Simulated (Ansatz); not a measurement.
# H5NO2Si: the cost of one run

All numbers below are computed with Ansatz 0.2.0 (RKS PBE-D4/def2-SVP).

### 1 The structure to begin with

Bond lengths: Si1–N2 1.820 Å, N2–H3 1.060 Å, N2–H4 1.060 Å, Si1–O5 1.680 Å, O5–H6 1.010 Å, Si1–O7 1.679 Å, O7–H8 1.010 Å, Si1–H9 1.459 Å. Angles: Si1–N2–H3 120.0°, Si1–N2–H4 120.0°, H3–N2–H4 120.0°, N2–Si1–O5 109.4°, N2–Si1–O7 109.5°, N2–Si1–H9 109.5°, O5–Si1–O7 109.5°, O5–Si1–H9 109.5°, O7–Si1–H9 109.5°, Si1–O5–H6 109.5°, Si1–O7–H8 109.5°.

As a file:

```xyz
9

Si    0.0000    0.0000    0.0000
N     0.0000    0.0000    1.8200
H    -0.8770   -0.2713    2.3500
H     0.8770    0.2713    2.3500
O     1.5842    0.0000   -0.5594
H     1.9006   -0.9521   -0.6761
O    -0.7913    1.3709   -0.5594
H    -1.7491    1.1401   -0.7818
H    -0.6877   -1.1914   -0.4862
```

### 2 Preparing the start

The input, input.yaml:

```yaml
crystal:
  periodic: [false, false, false]
  atoms:
    - { symbol: Si, position_ang: [0.0, 0.0, 0.0] }
    - { symbol: "N", position_ang: [0.0, 0.0, 1.82] }
    - { symbol: H, position_ang: [-0.877, -0.2713, 2.35] }
    - { symbol: H, position_ang: [0.877, 0.2713, 2.35] }
    - { symbol: O, position_ang: [1.5842, 0.0, -0.5594] }
    - { symbol: H, position_ang: [1.9006, -0.9521, -0.6761] }
    - { symbol: O, position_ang: [-0.7913, 1.3709, -0.5594] }
    - { symbol: H, position_ang: [-1.7491, 1.1401, -0.7818] }
    - { symbol: H, position_ang: [-0.6877, -1.1914, -0.4862] }
basis:
  gaussian: { orbitals: def2-SVP }
hamiltonian:
  xc: pbe
  dispersion: d4
relax:
  f_tol: 0.02
  max_steps: 40
```

Launch:

```console
$ ansatz run input.yaml --threads 1 --pin off --max-ram 2048MiB --backend cpu --events-out ev --progress --plain --runs-dir out
```

Q: Estimate wall time and peak memory on 1 thread of Intel Xeon Platinum 8488C (Sapphire Rapids), shared host.

About 28 s, with a peak of 0.14 GiB.
